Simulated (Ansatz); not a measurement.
TiAu, space group P4/nmm: cell relaxations under several functionals, run with the Ansatz DFT code, driven from Python.

Input file `tiau.extxyz`:
```text
4
Lattice="3.32226218 0.0 0.0 0.0 3.32226218 0.0 0.0 0.0 6.10292196" Properties=species:S:1:pos:R:3 pbc="T T T"
Ti    0.00000000    1.66113109    5.27596902
Ti    1.66113109    0.00000000    0.82695294
Au    0.00000000    1.66113109    2.19915650
Au    1.66113109    0.00000000    3.90376546
```

`lattice.py`
```python
# -*- coding: utf-8 -*-
"""How the lattice of TiAu depends on the functional."""

import warnings

import ansatz as az
import numpy as np

def edges_and_angles(cell):
    cell = np.asarray(cell)
    a, b, c = np.linalg.norm(cell, axis=1)
    cosines = cell[1] @ cell[2] / (b * c), cell[0] @ cell[2] / (a * c), cell[0] @ cell[1] / (a * b)
    return (a, b, c, *np.degrees(np.arccos(cosines)))

warnings.simplefilter("ignore", az.DeckWarning)

crystal = az.Crystal.from_extxyz("tiau.extxyz")

calc = crystal.calculation().occupations("cold").kpoints(6, 6, 4).basis(420).relax(cell=True, max_steps=100)

levels = [("pbesol", "d3bj"), ("blyp", "d3bj"), ("pbesol", "none")]
print("level            a       b       c    alpha   beta  gamma  V/atom  steps")
for name, dispersion in levels:
    seen = []
    run = calc.functional(name, dispersion=dispersion).session().plan()
    result = run.execute(on_event=lambda e: seen.append(e) if e["event"] == "relax_step" else None)
    cell = result.lattice.cell_ang
    label = name if dispersion == "none" else f"{name}+{dispersion}"
    print("{:13s} {:7.4f} {:7.4f} {:7.4f} {:6.2f} {:6.2f} {:6.2f}".format(label, *edges_and_angles(cell)), f"{abs(np.linalg.det(cell)) / len(result.lattice.sites):7.3f} {len(seen):5d}")
```

Rank the levels of theory by the volume of the relaxed cell.

From smallest to largest: PBEsol+D3BJ (15.80 Å³ an atom, -6.2 % against the start), BLYP+D3BJ (16.28 Å³ an atom, -3.3 % against the start) and PBEsol (16.42 Å³ an atom, -2.5 % against the start). The spread is 3.9 % in volume.

The output:

```console
$ python lattice.py
level            a       b       c    alpha   beta  gamma  V/atom  steps
pbesol+d3bj    3.2507  3.2507  5.9790  90.00  90.00  90.00  15.795     6
blyp+d3bj      3.2793  3.2793  6.0562  90.00  90.00  90.00  16.282     8
pbesol         3.2964  3.2964  6.0442  90.00  90.00  90.00  16.419     5
```

What to keep in mind:
- BLYP and dispersion corrections can be off by several per cent in the lattices of metals, and by several GPa in the pressure at a fixed cell.
- For a metal this k-point mesh is coarse: on a finer one energies can move by several to tens of meV an atom and pressures by half a GPa or more, differences at one mesh by less.
- Spin-orbit coupling, which matters for elements this heavy, is left out.
- This cell is a computed structure, which may not be the phase found in nature.
- Timing: 83 s on 1 thread of Arm Neoverse V1, on a shared host, peak memory 0.48 GiB.
